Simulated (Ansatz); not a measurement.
**BH₂O₂S radical: small, medium and large basis sets**

Aim: see how fast density functionals converge with the basis set for BH₂O₂S radical.

The runs use Ansatz 0.2.0, Gaussian basis; one geometry, several basis sets.

Plan: PBE0-D4/def2-SVP; ωB97M-V/def2-SVP; PBE0-D4/def2-QZVPP; ωB97M-V/def2-QZVPP; the functionals' def2-TZVPP values are taken from earlier runs.

## Step 1: The geometry

The geometry comes from an earlier relaxation with PBE0-D4 in a triple-zeta def2 set; it is a stationary point.

SMILES `OB(O)[S]`, 6 atoms, charge 0, spin multiplicity 2.

Atoms are counted from 1 here; the program's logs count them from 0.

Bond lengths: O1–B2 1.365 Å, O1–H5 0.959 Å, B2–O3 1.355 Å, B2–S4 1.820 Å, O3–H6 0.962 Å. Angles: B2–O1–H5 115.3°, O1–B2–O3 119.9°, O1–B2–S4 121.8°, O3–B2–S4 118.3°, B2–O3–H6 112.1°.

As a file:

```
O     0.1668    1.0483   -0.3816
B    -0.1318   -0.2343   -0.0212
O     0.6051   -0.8586    0.9294
S    -1.5073   -1.1499   -0.7850
H    -0.3965    1.4258   -1.0596
H     1.3060   -0.2954    1.2718
```

## Step 2: PBE0-D4 in def2-SVP

Input file in.yaml:

```yaml
crystal:
  periodic: [false, false, false]
  atoms:
    - {symbol: O, position_ang: [0.166757, 1.048329, -0.381643]}
    - {symbol: B, position_ang: [-0.131819, -0.234271, -0.021184]}
    - {symbol: O, position_ang: [0.605117, -0.858607, 0.929439]}
    - {symbol: S, position_ang: [-1.507320, -1.149903, -0.785030]}
    - {symbol: H, position_ang: [-0.396512, 1.425847, -1.059609]}
    - {symbol: H, position_ang: [1.305977, -0.295396, 1.271826]}
basis:
  gaussian: {orbitals: def2-SVP}
magnetization: {spin_polarized: true, initial_magnetization: 1}
hamiltonian: {xc: pbe0, dispersion: d4}
output: {orbitals: {seedname: orbitals}}
```

After this run come: ωB97M-V in def2-SVP; PBE0-D4 in def2-QZVPP; ωB97M-V in def2-QZVPP.

Before running them: what should the planned runs give, taken together? Wanted: PBE0-D4: double and triple zeta above quadruple; ωB97M-V: double and triple zeta above quadruple.

As calculated:

| quantity | value |
| --- | --- |
| PBE0-D4: double and triple zeta above quadruple | 10.03, 0.60 eV |
| ωB97M-V: double and triple zeta above quadruple | 10.08, 0.57 eV |

What this shows: For PBE0-D4 the step from double to triple zeta gains 9.43 eV and the next only 0.60 eV. Total energies overstate the basis error of differences, where much of it tends to cancel.
